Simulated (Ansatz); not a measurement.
# C₂H₄ClGaO: small, medium and large basis sets

One table from this session's results is given with a row withheld; the runs are named, their logs left out.

Computed with Ansatz 0.2.0, Gaussian basis. Level: one geometry, several basis sets.

The runs, in order: PBE0-D4/def2-SVP; ωB97M-V/def2-SVP; PBE0-D4/def2-QZVPP; ωB97M-V/def2-QZVPP; the functionals' def2-TZVPP values are taken from earlier runs.

## The relaxed structure

An earlier PBE0-D4 in a triple-zeta def2 set relaxation fixed the geometry.

SMILES `O/C(Cl)=[CH]/[GaH2]`, 9 atoms, charge 0, spin multiplicity 1.

Atoms are counted from 1 here; the program's logs count them from 0.

Bond lengths: O1–C2 1.339 Å, O1–H6 0.963 Å, C2–Cl3 1.741 Å, C2–C4 1.333 Å, C4–Ga5 1.931 Å, C4–H7 1.088 Å, Ga5–H8 1.568 Å, Ga5–H9 1.565 Å. Angles: C2–O1–H6 109.9°, O1–C2–Cl3 112.5°, O1–C2–C4 123.8°, Cl3–C2–C4 123.8°, C2–C4–Ga5 127.4°, C2–C4–H7 112.9°, Ga5–C4–H7 119.7°, C4–Ga5–H8 117.2°, C4–Ga5–H9 121.1°, H8–Ga5–H9 121.6°.

Set-up of the first run:

The input, in.yaml:

```yaml
crystal:
  periodic: [false, false, false]
  atoms:
    - {symbol: O, position_ang: [-0.460228, 1.716006, 1.444032]}
    - {symbol: C, position_ang: [-0.291172, 0.545560, 0.815658]}
    - {symbol: Cl, position_ang: [-0.786989, -0.809618, 1.788902]}
    - {symbol: C, position_ang: [0.201573, 0.431087, -0.417182]}
    - {symbol: Ga, position_ang: [0.488268, -1.195060, -1.418526]}
    - {symbol: H, position_ang: [-0.827701, 1.567574, 2.321560]}
    - {symbol: H, position_ang: [0.453801, 1.390666, -0.863273]}
    - {symbol: H, position_ang: [1.084331, -1.053320, -2.862044]}
    - {symbol: H, position_ang: [0.138126, -2.592894, -0.809127]}
basis:
  gaussian: {orbitals: def2-SVP}
hamiltonian: {xc: pbe0, dispersion: d4}
output: {orbitals: {seedname: orbitals}}
```

Among the steps run: PBE0-D4 in def2-SVP; ωB97M-V in def2-SVP; PBE0-D4 in def2-QZVPP; ωB97M-V in def2-QZVPP.

One of the session's tables, all rows but one given; the rest of the session is left out.

It belongs to the step «Density functionals: the series». 

| functional | basis | HOMO (eV) | LUMO (eV) |
| --- | --- | --- | --- |
| PBE0-D4 | def2-SVP | ? | ? |
| PBE0-D4 | def2-TZVPP | -7.19 | -1.65 |
| PBE0-D4 | def2-QZVPP | -7.22 | -1.70 |
| ωB97M-V | def2-SVP | -9.20 | 0.19 |
| ωB97M-V | def2-TZVPP | -9.34 | 0.09 |
| ωB97M-V | def2-QZVPP | -9.38 | -0.07 |

Q: Estimate the row for PBE0-D4, def2-SVP from the others.

As computed: HOMO (eV): -7.09; LUMO (eV): -1.57. In the column «HOMO (eV)» it is the highest.
